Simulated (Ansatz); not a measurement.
# Al2ClH3OS: the cost of one run

Method: RKS r2SCAN-D4/6-31G*, in Ansatz 0.2.0.

## 1. The structure to begin with

Bond lengths: O1–Al2 1.804 Å, Al2–Al3 2.479 Å, Al3–S4 2.216 Å, Al3–Cl5 2.238 Å, O1–H6 1.045 Å, Al2–H7 1.613 Å, S4–H8 1.435 Å. Angles: O1–Al2–Al3 118.5°, O1–Al2–H7 121.6°, Al3–Al2–H7 119.9°, Al2–O1–H6 103.7°, Al2–Al3–S4 121.3°, Al2–Al3–Cl5 120.0°, S4–Al3–Cl5 118.7°, Al3–S4–H8 90.2°.

As a file:

```xyz
8

O    -1.0470    1.4668    1.6715
Al    0.1998    1.3743    0.3706
Al    0.8086   -0.8549   -0.5264
S    -0.1127   -2.7066    0.2698
Cl    2.3965   -1.0336   -2.0940
H    -1.9400    1.6168    1.1489
H     0.9422    2.6949   -0.1836
H    -1.1553   -2.6148   -0.7125
```

## 2. Relaxing end A

Input file input.yaml:

```yaml
crystal:
  periodic: [false, false, false]
  atoms:
    - { symbol: O, position_ang: [-1.047, 1.4668, 1.6715] }
    - { symbol: Al, position_ang: [0.1998, 1.3743, 0.3706] }
    - { symbol: Al, position_ang: [0.8086, -0.8549, -0.5264] }
    - { symbol: S, position_ang: [-0.1127, -2.7066, 0.2698] }
    - { symbol: Cl, position_ang: [2.3965, -1.0336, -2.094] }
    - { symbol: H, position_ang: [-1.94, 1.6168, 1.1489] }
    - { symbol: H, position_ang: [0.9422, 2.6949, -0.1836] }
    - { symbol: H, position_ang: [-1.1553, -2.6148, -0.7125] }
basis:
  gaussian: { orbitals: "6-31G*" }
hamiltonian:
  xc: r2scan
  dispersion: d4
relax:
  f_tol: 0.015
  max_steps: 40
```

On the command line:

```console
$ ansatz run input.yaml --threads 2 --pin off --max-ram 3072MiB --backend cpu --events-out ev --progress --plain --runs-dir out
```

**Question.** How long does this run take on 2 threads of Arm Neoverse V1, shared host, and how much memory does it need?

About 80 s, with a peak of 0.17 GiB.
